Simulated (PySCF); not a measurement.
# The bond of PbS−, level by level

Aim: find the lowest electronic state of PbS−, scan its bond at several levels of theory, and get bond length, wavenumber and dissociation energy from each curve.

Computed with PySCF 2.14.0. Level: Pb def2-SVPD with ECP60, S def2-SVPD, scalar-relativistic core potentials.

1 further run of the same task is left out (it didn't finish).

## (1) Input

Settings of the job:

```
atoms                         : Pb, S
charge                        : -1
basis                         : Pb def2-SVPD with ECP60, S def2-SVPD
Hamiltonian                   : scalar-relativistic core potentials
basis functions               : 59
electrons treated             : 39
masses in u                   : 207.9766, 31.9721
levels                        : PBE0, PBE, r²SCAN, LDA, TPSSh, M06, LC-ωPBE, HF, MP2, SCS-MP2
grid                          : 80 radial by 434 angular points
occupations                   : held fixed by the projection of orbital angular momentum
dissociation limit            : Pb + S−, each in its ground configuration
starting distance in angstrom : 2.480
values of 2S to try           : 1, 3
```

Command:

```
OMP_NUM_THREADS=1 python dia.py task.json out
```

Further steps of the session: PBE0 along the bond; Excited determinants; PBE; r²SCAN (meta-GGA); LDA; TPSSh (hybrid meta-GGA); M06 (hybrid meta-GGA); LC-ωPBE; UHF.

Q: Predict the outcome of this session. Wanted: for each run, Re; ωe; De; μ.

As calculated:

Lowest PBE0 solution found, without spin–orbit coupling: ²Π (doublet), unpaired electrons π ↑. State 2 has its PBE0 minimum 1.52 eV higher. The other levels ran on the lowest alone.

```csv
level,Re (Å),ωe (cm⁻¹),De (eV),μ (D)
LDA,2.427,359,4.15,-5.52
PBE,2.463,342,3.49,-5.91
r²SCAN,2.442,356,3.33,-5.98
TPSSh,2.445,354,3.31,-6.10
PBE0,2.430,364,3.24,-6.12
M06,2.447,357,3.70,-5.76
LC-ωPBE,2.388,392,2.86,-6.47
```

De is counted to Pb + S− in their ground configurations. A positive dipole points from Pb to S; in an ion it is taken about the centre of mass and does not tell which atom is negative. No constants: UHF (the points don't follow one smooth fit); UHF-MP2 (the points don't follow one smooth fit); UHF-SCS-MP2 (the points don't follow one smooth fit).

In words: The methods spread over 0.074 Å in bond length, from LC-ωPBE to PBE. Among the levels with a De in the table, it runs from 2.86 eV (LC-ωPBE) to 4.15 eV (LDA).

Correlated steps freeze 9 core orbitals. Spin–orbit coupling is left out, which matters for elements this heavy, above all for dissociation energies. At some levels the lowest empty orbital lies below the highest filled one (the two can be of opposite spin). With some functionals the highest level of the anion is positive, from self-interaction error or because the anion is truly unbound there; the finite basis then holds the extra electron, and no neutral molecule was run to test the binding. With spin–orbit coupling the term label itself may not hold.
